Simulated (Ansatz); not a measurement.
# Cl3H2NTi: the cost of one run

All numbers below are computed with Ansatz 0.2.0 (RKS B3LYP-D4/def2-SVP).

### 1 The structure to begin with

Bond lengths: Ti1–N2 2.060 Å, N2–H3 1.060 Å, N2–H4 1.060 Å, Ti1–Cl5 2.370 Å, Ti1–Cl6 2.368 Å, Ti1–Cl7 2.368 Å. Angles: Ti1–N2–H3 120.0°, Ti1–N2–H4 120.0°, H3–N2–H4 120.0°, N2–Ti1–Cl5 109.4°, N2–Ti1–Cl6 109.5°, N2–Ti1–Cl7 109.5°, Cl5–Ti1–Cl6 109.5°, Cl5–Ti1–Cl7 109.5°, Cl6–Ti1–Cl7 109.5°.

Coordinates:

```xyz
7

Ti    0.0000    0.0000    0.0000
N     0.0000    0.0000    2.0600
H    -0.8770   -0.2713    2.5900
H     0.8770    0.2713    2.5900
Cl    2.2349    0.0000   -0.7892
Cl   -1.1163    1.9339   -0.7892
Cl   -1.1163   -1.9339   -0.7892
```

### 2 Relaxing the start

input.yaml reads:

```yaml
crystal:
  periodic: [false, false, false]
  atoms:
    - { symbol: Ti, position_ang: [0.0, 0.0, 0.0] }
    - { symbol: "N", position_ang: [0.0, 0.0, 2.06] }
    - { symbol: H, position_ang: [-0.877, -0.2713, 2.59] }
    - { symbol: H, position_ang: [0.877, 0.2713, 2.59] }
    - { symbol: Cl, position_ang: [2.2349, 0.0, -0.7892] }
    - { symbol: Cl, position_ang: [-1.1163, 1.9339, -0.7892] }
    - { symbol: Cl, position_ang: [-1.1163, -1.9339, -0.7892] }
basis:
  gaussian: { orbitals: def2-SVP }
hamiltonian:
  xc: b3lyp
  dispersion: d4
relax:
  f_tol: 0.02
  max_steps: 40
output:
  orbitals: {}
```

Command:

```sh
> ansatz run input.yaml --threads 2 --pin off --max-ram 3072MiB --backend cpu --events-out ev --progress --plain --runs-dir out
```

**Question.** How long does this run take on 2 threads of Arm Neoverse V1, shared host, and how much memory does it need?

About 31 s, with a peak of 0.29 GiB.
